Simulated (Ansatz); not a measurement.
## HfB under changes of volume

One of the cells (12.326 Å³/atom); the others are scaled copies at fixed shape and fractional positions:

```
CELL_PARAMETERS angstrom
0.00000 2.31000 2.31000
2.31000 0.00000 2.31000
2.31000 2.31000 0.00000
ATOMIC_POSITIONS crystal
Hf 0.50000 0.50000 0.50000
B 0.00000 0.00000 0.00000
```

```yaml
Program: Ansatz 0.2.0
Functional: LDA
Potentials_or_basis: all-electron LAPW, scalar-relativistic
Cutoff: 283 eV (chosen from the basis error)
Basis_error_allowed: 0.001 eV/atom
k_mesh: 10 × 10 × 10
Occupations: fermi-dirac, width 0.05 eV
Spin: no spin polarisation
```

| volume (Å³/atom) | energy over the lowest point (meV/atom) | pressure (GPa) |
| --- | --- | --- |
| 11.587 | 170.92 | 35.5 |
| 11.833 | 121.57 | 29.1 |
| 12.080 | 81.60 | 23.3 |
| 12.326 | 50.17 | 18.0 |
| 12.573 | ? | ? |
| 12.819 | 10.03 | 8.7 |
| 13.066 | 0.00 | 4.7 |

Problem. What does the run at 12.573 Å³/atom give?

Solution. Energy over the lowest point 26.55 meV/atom; pressure 13.1 GPa.

Worked out: A Birch-Murnaghan fit of order 3 (a polynomial in V^(-2/3)) to the other rows has its minimum at 13.37 Å³/atom, just outside them, with B0 = V·E''(V) = 186 GPa and B' = 3.9. It gives 26.52 meV/atom at 12.573 Å³/atom, against the run's 26.55, and -dE/dV = 13.0 GPa, against 13.1.

Energies are extrapolated to zero smearing.
